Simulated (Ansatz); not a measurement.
**SnNH4Cl (SMILES [NH2][SnH2][Cl]): levels of theory compared**

We compute a comparison of 6 runs (HF/STO-3G, BHLYP/def2-SVP, PBE-QIDH/def2-SVP, PBE0/def2-SVP, SVWN5/def2-SVP, MP2/def2-SVP) of SnNH4Cl. 

Program for the calculation: Ansatz 0.2.0.

59 further runs of the same task are left out: 1 that didn't finish, 58 set aside as unsound or not needed.

**1. The system as given**

SnNH4Cl has 7 atoms, charge 0, and is taken as a singlet. SMILES: `[NH2][SnH2][Cl]`. The N1–H4 distance was set to 1.312 Å, away from the relaxed value.

Bond lengths: N1–Sn2 2.002 Å, Sn2–Cl3 2.335 Å, N1–H5 1.009 Å, Sn2–H6 1.700 Å, Sn2–H7 1.700 Å. Angles: N1–Sn2–Cl3 106.6°, N1–Sn2–H6 110.9°, N1–Sn2–H7 110.9°, Cl3–Sn2–H6 105.3°, Cl3–Sn2–H7 105.3°, Sn2–N1–H5 116.4°, H6–Sn2–H7 117.0°. A long bond or contact: N1–H4 1.312 Å.

**2. The energy at HF/STO-3G (run 1)**

Contents of molecule.yaml:

```yaml
crystal:
  periodic: [false, false, false]
  atoms:
    - {symbol: N, position_ang: [-0.723573, -0.171790, -0.915816]}
    - {symbol: Sn, position_ang: [0.811527, -0.110290, 0.368484]}
    - {symbol: Cl, position_ang: [1.095627, -2.285190, 1.170384]}
    - {symbol: H, position_ang: [-1.803500, 0.485500, -0.566500]}
    - {symbol: H, position_ang: [-0.507173, 0.013510, -1.883616]}
    - {symbol: H, position_ang: [0.422027, 0.825110, 1.733984]}
    - {symbol: H, position_ang: [2.261627, 0.265110, -0.436316]}
basis:
  gaussian: {orbitals: STO-3G}
output: {orbitals: {seedname: orbitals}}
accuracy: high
hamiltonian: {xc: hf}
```

Command:

```console
ansatz run molecule.yaml --threads 1 --pin off --max-ram 3480MiB --events-out events.jsonl --progress --plain --runs-dir runs
```

The log of the run:

```text
Warning: RAYON_NUM_THREADS=1 ignored (pool sized by the plan → 1); use --threads N
Functional definition: HF
  name "HF"
  exchange = exact_x
  correlation = 0
869 factors; integrals over basis functions are off by at most 5.0e-9 eV
mean field evaluation 1: about -176164.5369 eV, gradient 1.6e1 eV
mean field evaluation 2: about -176164.5866 eV, gradient 1.6e1 eV
mean field evaluation 4: about -176165.8255 eV, gradient 1.3e0 eV
mean field evaluation 8: about -176165.8347 eV, gradient 4.0e-2 eV
mean field -176165.83475285 eV, -6473.9750176757 hartree, gradient 3.1e-8 eV, S^2 0.000000; 0 other end points of the search recorded, 0 dependent functions left out
reference -176165.83475285 eV, -6473.9750176757 hartree; 39, 39 occupied and 6, 6 virtual orbitals, 869 factors
Total energy: -176165.83475285 eV, -6473.9750176757 hartree
```

Run time: 0.58 s. Hardware: 1 thread of AMD EPYC 9R45 (Zen 5), shared host; peak memory 0.12 GiB.

**3. The energy at BHLYP/def2-SVP (core potential) (run 2)**

molecule.yaml, as its differences from that of step 2:

```diff
@@ -11,5 +11,8 @@
 basis:
-  gaussian: {orbitals: STO-3G}
-output: {orbitals: {seedname: orbitals}}
+  gaussian:
+    orbitals: def2-SVP
+hamiltonian:
+  xc: {name: BHLYP}
+output:
+  orbitals: {seedname: orbitals}
 accuracy: high
-hamiltonian: {xc: hf}
```

Command:

```console
ansatz run molecule.yaml --threads 1 --pin off --max-ram 3480MiB --events-out events.jsonl --progress --plain --runs-dir runs
```

The log of the run:

```text
Warning: RAYON_NUM_THREADS=1 ignored (pool sized by the plan → 1); use --threads N
Functional definition: BHLYP
  name "BHLYP"
  parameter a = 0.5
  exchange = (1 - a)*b88_x + a*exact_x
  correlation = lyp_c
1810 factors; integrals over basis functions are off by at most 3.7e-9 eV
mean field evaluation 1: about -19896.2006 eV, gradient 4.4e1 eV
mean field evaluation 2: about -19892.2795 eV, gradient 5.9e1 eV
mean field evaluation 4: about -19900.5008 eV, gradient 1.7e0 eV
mean field evaluation 8: about -19900.7058 eV, gradient 1.0e-1 eV
mean field evaluation 16: about -19900.7060 eV, gradient 7.1e-5 eV
mean field -19900.70595185 eV, -731.3374545474 hartree, gradient 8.7e-9 eV, S^2 0.000000; 0 other end points of the search recorded, 0 dependent functions left out
reference -19900.70597954 eV, -731.3374555652 hartree; 25, 25 occupied and 53, 53 virtual orbitals, 1810 factors
Total energy: -19900.70597954 eV, -731.3374555652 hartree
```

Run time: 3.9 s. Hardware: 1 thread of AMD EPYC 9R45 (Zen 5), shared host; peak memory 0.27 GiB.

Runs 3 to 4 aren't shown in full; the table further down has their settings and results.

**4. The energy at SVWN5/def2-SVP (core potential) (run 5)**

Contents of run.yaml:

```yaml
crystal:
  periodic: [false, false, false]
  atoms:
    - {symbol: "N", position_ang: [-0.723573, -0.171790, -0.915816]}
    - {symbol: Sn, position_ang: [0.811527, -0.110290, 0.368484]}
    - {symbol: Cl, position_ang: [1.095627, -2.285190, 1.170384]}
    - {symbol: H, position_ang: [-1.803500, 0.485500, -0.566500]}
    - {symbol: H, position_ang: [-0.507173, 0.013510, -1.883616]}
    - {symbol: H, position_ang: [0.422027, 0.825110, 1.733984]}
    - {symbol: H, position_ang: [2.261627, 0.265110, -0.436316]}
basis:
  gaussian: {orbitals: def2-SVP}
hamiltonian: {xc: {name: SVWN5}}
accuracy: high
output: {orbitals: {seedname: orbitals}}
```

Command:

```console
ansatz run run.yaml --threads 1 --pin off --max-ram 3480MiB --events-out events.jsonl --progress --plain --runs-dir runs
```

The log of the run:

```text
Warning: RAYON_NUM_THREADS=1 ignored (pool sized by the plan → 1); use --threads N
Functional definition: SVWN5
  name "SVWN5"
  exchange = slater_x
  correlation = vwn5_c
1810 factors; integrals over basis functions are off by at most 3.7e-9 eV
mean field evaluation 1: about -19832.5552 eV, gradient 6.4e1 eV
mean field evaluation 2: about -19764.2637 eV, gradient 1.4e2 eV
mean field evaluation 4: about -19840.6770 eV, gradient 1.5e1 eV
mean field evaluation 8: about -19841.2957 eV, gradient 4.3e-1 eV
mean field evaluation 16: about -19841.2962 eV, gradient 3.3e-5 eV
mean field -19841.29617294 eV, -729.1541854419 hartree, gradient 2.5e-8 eV, S^2 0.000000; 0 other end points of the search recorded, 0 dependent functions left out
reference -19841.29617648 eV, -729.1541855721 hartree; 25, 25 occupied and 53, 53 virtual orbitals, 1810 factors
Total energy: -19841.29617648 eV, -729.1541855721 hartree
```

Wall time 1.9 s (1 thread of AMD EPYC 9R45 (Zen 5), shared host); peak memory 0.2 GiB.

**5. The energy at MP2/def2-SVP (core potential) (run 6)**

molecule.yaml, as its differences from that of step 3:

```diff
@@ -13,6 +13,5 @@
     orbitals: def2-SVP
-hamiltonian:
-  xc: {name: BHLYP}
-output:
-  orbitals: {seedname: orbitals}
+correlation:
+  method: mp2
+  frozen_orbitals: {Cl: 5, H: 0, "N": 1, Sn: 4}
 accuracy: high
```

Command:

```console
ansatz run molecule.yaml --threads 1 --pin off --max-ram 3480MiB --events-out events.jsonl --progress --plain --runs-dir runs
```

The log of the run:

```text
Warning: RAYON_NUM_THREADS=1 ignored (pool sized by the plan → 1); use --threads N
Functional definition: HF
  name "HF"
  exchange = exact_x
  correlation = 0
1810 factors; integrals over basis functions are off by at most 3.7e-9 eV
mean field evaluation 1: about -19845.8302 eV, gradient 3.1e1 eV
mean field evaluation 2: about -19845.9238 eV, gradient 3.1e1 eV
mean field evaluation 4: about -19848.3876 eV, gradient 2.5e0 eV
mean field evaluation 8: about -19848.4181 eV, gradient 2.5e-4 eV
mean field -19848.41808267 eV, -729.4159107972 hartree, gradient 3.7e-8 eV, S^2 0.000000; 0 other end points of the search recorded, 0 dependent functions left out
10 core orbitals not correlated: weight in the atoms' cores, before any rotation towards them, 1.000 or more for the frozen orbitals, at most 0.000 for the correlated occupied ones
reference -19848.41808267 eV, -729.4159107972 hartree; 15, 15 occupied and 53, 53 virtual orbitals, 1810 factors
second order -11.62360420 eV of doubles, -0.00000000 eV of singles
Total energy: -19860.04168687 eV, -729.8430703726 hartree
```

It took 1.5 s on 1 thread of AMD EPYC 9R45 (Zen 5), shared host; peak memory 0.22 GiB.

**6. Overview of the runs**

| run | level | core potential | frozen core orbitals | energy (Eh) | HOMO energy (eV) | LUMO energy (eV) | HOMO–LUMO gap (eV) | wall time |
| --- | --- | --- | --- | --- | --- | --- | --- | --- |
| 1 | HF/STO-3G | none | – | -6473.975018 | -8.28 | 8.37 | 16.65 | 0.58 s |
| 2 | BHLYP/def2-SVP (core potential) | def2-SVP | – | -731.337456 | -8.65 | 0.43 | 9.09 | 3.9 s |
| 3 | PBE-QIDH/def2-SVP (core potential) | def2-SVP | 10 | -730.835375 | -9.69 | 1.38 | 11.07 | 4.8 s |
| 4 | PBE0/def2-SVP (core potential) | def2-SVP | – | -731.235906 | -7.29 | -0.50 | 6.79 | 3.6 s |
| 5 | SVWN5/def2-SVP (core potential) | def2-SVP | – | -729.154186 | -5.90 | -1.57 | 4.32 | 1.9 s |
| 6 | MP2/def2-SVP (core potential) | def2-SVP | 10 | -729.843070 | – | – | – | 1.5 s |

**7. Summary of results**

| quantity | value |
| --- | --- |
| run 6: total energy | -729.84307 Eh |
| run 6: correlation energy (10 core orbitals frozen) | -427.2 mEh |

In words: Over runs 1, 2, 3, 4, 5 the HOMO–LUMO gap runs from 4.32 eV (SVWN5/def2-SVP) to 16.65 eV (HF/STO-3G). The two ends differ in method and basis and core potential. Totals of different functionals can't be ranked against each other. Some runs of one species differ in core potentials or relativity; totals across that change don't compare. In run 1 the basis is minimal, so the values are rough. In run 1 relativity is left out where basis or elements ask for it. All runs together took 16 s, the longest 4.8 s.
